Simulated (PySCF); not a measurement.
# Si(vinyl)3(NEt2): geometry, NMR shifts and electronic excitations

What NMR shifts and electronic excitations should Si(vinyl)3(NEt2) (`C=C[Si](C=C)(C=C)N(CC)CC`) show?

The runs use PySCF 2.14.0, with density-fitted response routines of our own; the level of theory stands in each step. All values are computed, except where a source is named. Atoms count from 0, in the outputs and in this text.

### 1 Starting geometry

31 atoms, charge 0, multiplicity 1; geometry from: GFN2-xTB. The atoms were then displaced at random by about 0.03 Å, so the start is not that level's minimum.

Bonds of the start (Å): Si0–C1 1.88, Si0–C6 1.87, Si0–C11 1.98, Si0–N16 1.68, C1–C2 1.27, C1–H3 0.99, C2–H4 1.13, C2–H5 1.10, C6–C7 1.35, C6–H8 1.03, C7–H9 1.10, C7–H10 1.00, C11–C12 1.41, C11–H13 1.05, C12–H14 1.10, C12–H15 1.04, N16–C17 1.45, N16–C19 1.46, C17–C18 1.56, C17–H21 1.00, C17–H22 1.04, C18–H23 1.11, C18–H24 1.12, C18–H25 1.11, C19–C20 1.49, C19–H26 1.13, C19–H27 1.19, C20–H28 1.08, C20–H29 1.07, C20–H30 1.12.

### 2 Optimising the geometry at PBE0-D3(BJ)/def2-SVP

What the job is given:

```
{"job": {"xc": "PBE0", "basis": "def2-SVP", "d3": "d3bj", "grid": 1, "maxiter": 40, "shake": 0.03, "kind": "geom"}, "charge": 0, "multiplicity": 1}
Si     0.458630     0.597870     0.216140
C      0.420160     0.643260     2.090380
C      1.455740     0.424810     2.801310
H     -0.397780     0.852950     2.601590
H      2.466770     0.225150     2.338800
H      1.490900     0.441860     3.900290
C      2.201120     0.634950    -0.465360
C      3.108210     1.618960    -0.290030
H      2.474500    -0.215510    -0.974090
H      2.806770     2.485020     0.312350
H      4.043520     1.546670    -0.633630
C     -0.434160     2.262430    -0.361040
C     -1.755680     2.660090    -0.055410
H      0.063240     2.918690    -1.015760
H     -2.290580     1.989580     0.626660
H     -2.128560     3.589570    -0.346110
N     -0.517250    -0.654160    -0.327910
C     -1.404140    -0.639160    -1.469200
C     -0.612070    -0.904920    -2.781440
C     -0.370560    -1.976790     0.263720
C     -1.443160    -2.389050     1.207410
H     -1.843160     0.257360    -1.557080
H     -2.130320    -1.387260    -1.448320
H      0.124440    -0.089370    -2.928750
H     -0.050170    -1.878920    -2.762490
H     -1.315270    -0.818020    -3.638470
H     -0.247520    -2.796780    -0.499400
H      0.684720    -1.967850     0.807290
H     -1.421060    -1.686430     2.021850
H     -2.388060    -2.370730     0.701870
H     -1.210620    -3.385000     1.658280
```

Command:

```console
$ OMP_NUM_THREADS=2 python probes_run.py task.json out
```

One launch serves the whole session: the jobs run in the order shown.

**Question.** This job is followed by: GIAO PBE0/pcSseg-1 NMR shielding, non-relativistic, gas phase; TDDFT B3LYP/def2-SVPD, vertical, gas phase, core orbitals frozen in the response; GIAO B3LYP/pcSseg-1 NMR shielding, non-relativistic, gas phase. Predict these results of the whole session: point group; rotational constants (main isotopes); 13C shifts against TMS (PBE0/pcSseg-1, means over atoms taken as alike); 1H shifts against TMS (PBE0/pcSseg-1, means over atoms taken as alike); 29Si shifts against TMS (PBE0/pcSseg-1); 15N shifts against NH3 (PBE0/pcSseg-1); potential on the surface of density 0.002 e/bohr³, 1st and 99th percentile; lowest singlet (B3LYP/def2-SVPD); brightest single state of those computed; lowest triplet; range of the shift of N16.

The runs gave:

| quantity | value |
| --- | --- |
| point group | C1 |
| rotational constants (main isotopes) | 0.81, 0.66, 0.58 GHz |
| 13C shifts against TMS (PBE0/pcSseg-1, means over atoms taken as alike) | 145.0, 144.7, 40.5, 16.3 ppm |
| 1H shifts against TMS (PBE0/pcSseg-1, means over atoms taken as alike) | 6.41, 6.32, 2.73, 0.96 ppm |
| 29Si shifts against TMS (PBE0/pcSseg-1) | -19.1 ppm |
| 15N shifts against NH3 (PBE0/pcSseg-1) | 43.6 ppm |
| potential on the surface of density 0.002 e/bohr³, 1st and 99th percentile | -0.69 V and 0.65 V |
| lowest singlet (B3LYP/def2-SVPD) | 4.13 eV (300 nm), f = 0.006 |
| brightest single state of those computed | state 5, 5.84 eV, f = 0.089 |
| lowest triplet | 4.00 eV |
| range of the shift of N16 | 43.6 to 48.8 ppm |

In words: The start of the PBE0/def2-SVP relaxation was shaken at random by about 0.03 Å, so part of the energy gained, and of the first lengths quoted, undoes that. Over 24 steps the energy fell by 1.985 eV; of the close pairs, C1–H3 changed most, 0.987 to 1.099 Å. At PBE0/pcSseg-1, counted by nearest atom on the grid, the HOMO lies on N16 58 %, the LUMO on C1, C2, C12 about 14 % each; C11 11 %. The lowest singlet, at 4.13 eV, is HOMO→LUMO 0.99 and is weak; of the 10 states computed, the strongest absorption comes from state 5 at 5.84 eV. The lowest triplet lies 0.14 eV below the lowest singlet (triplets in Tamm-Dancoff, singlets in full TDDFT). The lowest singlet moves an electron between orbitals on different atoms, a charge-transfer state, which B3LYP without long-range exact exchange places too low; its energy and rank are unsure. Across the 2 runs the shift of N16 moves most, between 43.6 (PBE0/pcSseg-1) and 48.8 ppm (B3LYP/pcSseg-1).
